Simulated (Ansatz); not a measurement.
# C₆H₁₇ClHfN₂O: how energies converge with the basis set

Aim: see how fast density functionals converge with the basis set for C₆H₁₇ClHfN₂O.

Method: one geometry, several basis sets; program: Ansatz 0.2.0, Gaussian basis.

Plan: PBE0-D4/def2-SVP; ωB97M-V/def2-SVP; PBE0-D4/def2-QZVPP; ωB97M-V/def2-QZVPP; the functionals' def2-TZVPP values are taken from earlier runs.

## 1. Structure used throughout

An earlier PBE0-D4 in a triple-zeta def2 set relaxation fixed the geometry. Hf takes the def2 core potential; no spin-orbit term is included.

28 atoms, charge 0, spin multiplicity 1.

Atoms are counted from 1 here; the program's logs count them from 0.

Bond lengths: C1–C2 1.517 Å, C1–H12 1.096 Å, C1–H13 1.091 Å, C1–H14 1.092 Å, C2–N3 1.454 Å, C2–H15 1.101 Å, C2–H16 1.102 Å, N3–C4 1.451 Å, N3–Hf6 2.046 Å, C4–C5 1.513 Å, C4–H17 1.102 Å, C4–H18 1.101 Å, C5–H19 1.093 Å, C5–H20 1.092 Å, C5–H21 1.092 Å, Hf6–O7 1.927 Å, Hf6–Cl8 2.403 Å, Hf6–N9 2.025 Å and more. Angles: C2–C1–H12 112.3°, C2–C1–H13 109.8°, C2–C1–H14 111.9°, H12–C1–H13 106.7°, H12–C1–H14 108.3°, H13–C1–H14 107.6°, C1–C2–N3 114.5°, C1–C2–H15 108.6°, C1–C2–H16 109.2°, N3–C2–H15 109.4°, N3–C2–H16 109.1°, H15–C2–H16 105.8°, C2–N3–C4 109.2°, C2–N3–Hf6 119.9°, C4–N3–Hf6 130.9°, N3–C4–C5 115.3°, N3–C4–H17 108.6°, N3–C4–H18 109.2° and more.

## 2. PBE0-D4 in def2-SVP

The input, in.yaml:

```yaml
crystal:
  periodic: [false, false, false]
  atoms:
    - {symbol: C, position_ang: [0.285173, -1.656625, 1.969995]}
    - {symbol: C, position_ang: [1.461297, -1.241604, 1.107088]}
    - {symbol: N, position_ang: [1.284992, 0.026223, 0.417475]}
    - {symbol: C, position_ang: [2.506309, 0.358569, -0.291045]}
    - {symbol: C, position_ang: [2.443627, 1.614484, -1.131989]}
    - {symbol: Hf, position_ang: [-0.507906, 1.005909, 0.526750]}
    - {symbol: O, position_ang: [-0.412101, 2.720287, -0.348960]}
    - {symbol: Cl, position_ang: [-1.390120, 1.407211, 2.725792]}
    - {symbol: N, position_ang: [-1.833635, -0.141000, -0.487748]}
    - {symbol: C, position_ang: [-1.670777, -1.378519, -1.202986]}
    - {symbol: C, position_ang: [-3.185811, 0.364882, -0.551568]}
    - {symbol: H, position_ang: [-0.647864, -1.722314, 1.398412]}
    - {symbol: H, position_ang: [0.465468, -2.647780, 2.389944]}
    - {symbol: H, position_ang: [0.128994, -0.968985, 2.803911]}
    - {symbol: H, position_ang: [2.360645, -1.191497, 1.739936]}
    - {symbol: H, position_ang: [1.661435, -2.030522, 0.364098]}
    - {symbol: H, position_ang: [2.778888, -0.489148, -0.939756]}
    - {symbol: H, position_ang: [3.330395, 0.452750, 0.433631]}
    - {symbol: H, position_ang: [1.675568, 1.541980, -1.906097]}
    - {symbol: H, position_ang: [3.404715, 1.770371, -1.626700]}
    - {symbol: H, position_ang: [2.225622, 2.498389, -0.529809]}
    - {symbol: H, position_ang: [-0.794811, 3.342381, -0.960935]}
    - {symbol: H, position_ang: [-2.315284, -2.171706, -0.794393]}
    - {symbol: H, position_ang: [-0.635748, -1.722256, -1.148145]}
    - {symbol: H, position_ang: [-1.929291, -1.268061, -2.266467]}
    - {symbol: H, position_ang: [-3.285179, 1.302198, 0.009862]}
    - {symbol: H, position_ang: [-3.905156, -0.341884, -0.113976]}
    - {symbol: H, position_ang: [-3.499424, 0.566290, -1.586300]}
basis:
  gaussian: {orbitals: def2-SVP}
hamiltonian: {xc: pbe0, dispersion: d4}
output: {orbitals: {seedname: orbitals}}
```

Started as:

```bash
> ansatz run in.yaml --threads 11 --pin off --events-out ev --progress --plain --max-ram 120832MiB --backend cpu
```

Further steps of the session: ωB97M-V in def2-SVP; PBE0-D4 in def2-QZVPP; ωB97M-V in def2-QZVPP.

Q: Predict the results of all the runs planned. Wanted: PBE0-D4: double and triple zeta above quadruple; ωB97M-V: double and triple zeta above quadruple.

The runs gave:

```
                                       quantity           value
PBE0-D4: double and triple zeta above quadruple  18.50, 1.03 eV
ωB97M-V: double and triple zeta above quadruple  19.07, 0.99 eV
```

For PBE0-D4 the step from double to triple zeta gains 17.47 eV and the next only 1.03 eV. These are total energies; as a rule much of such shifts cancels in differences, which this series doesn't test. The LUMO of ωB97M-V is positive and keeps falling with the basis (1.72 to 0.80 eV): an unbound level that the basis holds in place.
